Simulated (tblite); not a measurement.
# C4H18BNSi2: the cost of one run

Computed with tblite 0.8.0 and PySCF 2.14.0, with density-fitted response routines of our own, on a single molecule in the gas phase. Atoms count from 0, in the outputs and in this text.

### Step 1. The starting structure

26 atoms, charge 0, multiplicity 1; geometry from: force field or distance geometry start.

Bonds of the start (Å): C0–C1 1.51, C1–C2 1.48, C2–C3 1.52, C3–B4 1.59, B4–Si5 1.95, B4–N6 1.53, N6–Si7 1.78, C0–H8 1.11, C0–H9 1.08, C0–H10 1.13, C1–H11 1.13, C1–H12 1.11, C2–H13 1.12, C2–H14 1.12, C3–H15 1.11, C3–H16 1.13, B4–H17 1.18, Si5–H18 1.47, Si5–H19 1.45, Si5–H20 1.47, N6–H21 1.05, N6–H22 1.06, Si7–H23 1.49, Si7–H24 1.47, Si7–H25 1.46.

### Step 2. Geometry optimisation with GFN2-xTB

The job: settings as JSON, then the geometry in Å.

```
{"job": {"kind": "relax", "xc": "GFN2-xTB", "basis": "xTB"}, "charge": 0, "multiplicity": 1}
C      3.986600    -0.040600    -0.328700
C      2.705000    -0.531400     0.308000
C      1.457300     0.000800    -0.294400
C      0.288300    -0.593900     0.466700
B     -1.095800    -0.078700    -0.109600
Si    -2.333800    -1.578300    -0.152100
N     -1.713900     1.014100     0.767500
Si    -3.003900     1.791100    -0.183600
H      4.675600     0.210100     0.498400
H      4.475800    -0.771300    -0.954100
H      3.802300     0.913100    -0.896500
H      2.717000    -0.144300     1.374700
H      2.651600    -1.637900     0.367100
H      1.313000    -0.306100    -1.359100
H      1.362900     1.112000    -0.243500
H      0.360200    -1.700100     0.499900
H      0.316800    -0.264100     1.542200
H     -0.970700     0.379400    -1.190200
H     -3.141700    -1.592000     1.077200
H     -3.139700    -1.496500    -1.355000
H     -1.582600    -2.845000    -0.149400
H     -2.105500     0.586000     1.642300
H     -0.992800     1.718600     1.095100
H     -4.094300     0.782700    -0.348300
H     -3.487600     3.011800     0.479100
H     -2.471100     2.083100    -1.510500
```

Run with:

```
OMP_NUM_THREADS=1 python probes_run.py task.json out
```

This one command runs all jobs of the session in turn.

**Question.** How long does this first job take on 1 thread of Intel Xeon at 2.50GHz, shared host, and how much memory does it need?

About 5.7 s, with a peak of 0.18 GiB.
